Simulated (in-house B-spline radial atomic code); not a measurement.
# Pb⁹⁺: ionisation energy by several methods

One table from this session's results is given with a row withheld; the runs are named, their logs left out.

The numbers are computed with in-house B-spline radial atomic code version 1 (scalar-relativistic (X2C), several functionals, spin-polarised, exact exchange averaged over the configuration; spherical all-electron atom at the radial basis limit), except any that are marked as measured or tabulated.

### What is computed

* element: lead (Z = 82)
* charge: +9
* electrons: 73
* configuration: [Xe] 4f14 5d5
* nucleus: Fermi, rms radius 5.501 fm

Outer shells as boxes (Hund's rule):

[Xe] 4f14 5d5
```
[Xe] core
4f [↑↓][↑↓][↑↓][↑↓][↑↓][↑↓][↑↓]
5d [↑ ][↑ ][↑ ][↑ ][↑ ]
```

Where spins are not typed, each open shell is filled with up spins first.

Set-up of the first run:

Settings, as recorded:

```ini
Z = 82
electrons = 73.0
configuration = [Xe] 4f14 5d5
hamiltonian = x2c
method = wb97x
spin_polarised = True
nucleus = fermi
rms_radius = 5.5012
mass_number = 208
atomic_mass = 207.976652005
speed_of_light = 137.035999084
exact_exchange = averaged over the configuration
```

Run with:

```console
$ python run_scf.py task.json out
```

The settings of every run stand in task.json; they run in order.

Steps of the session up to this table: ωB97X; HSE06; CAM-B3LYP; B97-1; PBE0; r2SCAN0.

One of the session's tables, all rows but one given; the rest of the session is left out.

```
   method  ΔSCF (eV)
    B97-1     162.85
     PBE0          ?
  r2SCAN0     163.63
    ωB97X     162.66
    HSE06     163.04
CAM-B3LYP     162.77
```

Q: Estimate the row for PBE0 from the others.

**Answer.** ΔSCF (eV): 163.09. In the column «ΔSCF (eV)» it lies between HSE06 (163.04) and r2SCAN0 (163.63).
